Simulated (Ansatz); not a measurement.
# CBClFNO: a ladder of functionals and wavefunction methods

Aim: compute CBClFNO with functionals from several rungs and with coupled cluster. The yardstick is the atomisation energy at the CCSD(T) limit.

Program: Ansatz 0.2.0, Gaussian basis. Level of theory: functionals in def2-TZVPP, the program's frozen cores in correlated methods. These are calculated values, not measurements.

The runs, in order: LDA (SPW92), PBE-D4, revPBE-D4, BLYP-D4, r2SCAN-D4, B97M-V, PBE0-D4, B3LYP-D4, r2SCANh-D4, r2SCAN0-D4, HSE06-D4, BHLYP-D4, CAM-B3LYP-D4, LC-ωPBE, ωB97X-V, ωB97M-V, B2PLYP, PBE-QIDH; CCSD(T)/def2-SVP; CCSD(T)/def2-TZVPP; MP2/def2-QZVPP; extrapolation to the limit; RPA on PBE.

**1. Structure used throughout**

An earlier PBE0-D4 in a triple-zeta def2 set relaxation fixed the geometry.

SMILES `O=C=NB(F)Cl`, 6 atoms, charge 0, spin multiplicity 1.

Atoms are counted from 1 here; the program's logs count them from 0.

Bond lengths: O1–C2 1.156 Å, C2–N3 1.204 Å, N3–B4 1.411 Å, B4–F5 1.314 Å, B4–Cl6 1.751 Å. Angles: O1–C2–N3 175.5°, C2–N3–B4 144.0°, N3–B4–F5 119.1°, N3–B4–Cl6 122.4°, F5–B4–Cl6 118.5°.

As a file:

| atom | x (Å) | y (Å) | z (Å) |
| --- | --- | --- | --- |
| O1 | -1.3023 | -2.2019 | 0.5223 |
| C2 | -0.6385 | -1.2560 | 0.4876 |
| N3 | 0.0815 | -0.2924 | 0.5386 |
| B4 | 0.5301 | 0.8364 | -0.1791 |
| F5 | 1.3988 | 1.6469 | 0.3825 |
| Cl6 | -0.0276 | 1.2030 | -1.7980 |

**2. LDA**

This LDA is Slater exchange with PW92 correlation.

Input file in.yaml:

```yaml
crystal:
  periodic: [false, false, false]
  atoms:
    - {symbol: O, position_ang: [-1.302254, -2.201867, 0.522335]}
    - {symbol: C, position_ang: [-0.638527, -1.255979, 0.487557]}
    - {symbol: N, position_ang: [0.081498, -0.292424, 0.538568]}
    - {symbol: B, position_ang: [0.530137, 0.836390, -0.179060]}
    - {symbol: F, position_ang: [1.398847, 1.646902, 0.382517]}
    - {symbol: Cl, position_ang: [-0.027600, 1.202978, -1.798017]}
basis:
  gaussian: {orbitals: def2-TZVPP}
hamiltonian: {xc: lda}
output: {orbitals: {seedname: orbitals}}
```

The runs that follow: PBE-D4 (GGA); revPBE-D4 (GGA); BLYP-D4 (GGA); r2SCAN-D4 (meta-GGA); B97M-V (meta-GGA); PBE0-D4 (hybrid); B3LYP-D4 (hybrid); r2SCANh-D4 (hybrid); r2SCAN0-D4 (hybrid); HSE06-D4 (hybrid); BHLYP-D4 (hybrid); CAM-B3LYP-D4 (range-separated); LC-ωPBE-D4 (range-separated); ωB97X-V (range-separated); ωB97M-V (range-separated); B2PLYP (double hybrid); PBE-QIDH (double hybrid); CCSD(T) in def2-SVP; CCSD(T) in def2-TZVPP; MP2 in def2-QZVPP; RPA on PBE orbitals.

**Question.** What will the summary of the whole plan be? Wanted: atomisation energy, CCSD(T)/CBS; farthest beyond LDA; mean size of error, GGA; mean size of error, meta-GGA; mean size of error, hybrid; mean size of error, range-separated; mean size of error, double hybrid; gap, smallest and largest; T1 diagnostic.

As calculated:

| quantity | value |
| --- | --- |
| atomisation energy, CCSD(T)/CBS | 2930.4 kJ/mol |
| functionals within 14.7 kJ/mol (0.5 %) | none; nearest B2PLYP (+16.1 kJ/mol) |
| farthest beyond LDA | PBE-D4 (+206.0 kJ/mol) |
| mean size of error, GGA | 128.0 kJ/mol |
| mean size of error, meta-GGA | 67.0 kJ/mol |
| mean size of error, hybrid | 63.5 kJ/mol |
| mean size of error, range-separated | 43.7 kJ/mol |
| mean size of error, double hybrid | 18.4 kJ/mol |
| gap, smallest and largest | 5.49 eV (LDA (SPW92)), 13.11 eV (LC-ωPBE) |
| T1 diagnostic | 0.0153 |
| triples share of the correlation energy | 4.3 % |

In words: LDA overbinds by 620.3 kJ/mol (21 %). PBE-D4 misses by +206.0 kJ/mol. Double hybrids carry the basis error of their MP2 part in triple zeta, and no dispersion term here, so their miss is partly the set-up's. By mean error the best rung here is double hybrid (18.4 kJ/mol) and the worst beyond LDA is GGA (128.0 kJ/mol). RPA and LDA stand outside this count. The reference freezes the cores and leaves out relativity and excitations past (T), so misses under about 14.7 kJ/mol can't be ranked. Hartree-Fock recovers 69 % of the binding; the rest is correlation. CCSD(T) in def2-SVP is off by -132.1 kJ/mol, which most functionals beat. Orbital gaps span 5.5 to 13.1 eV; exact exchange widens them.
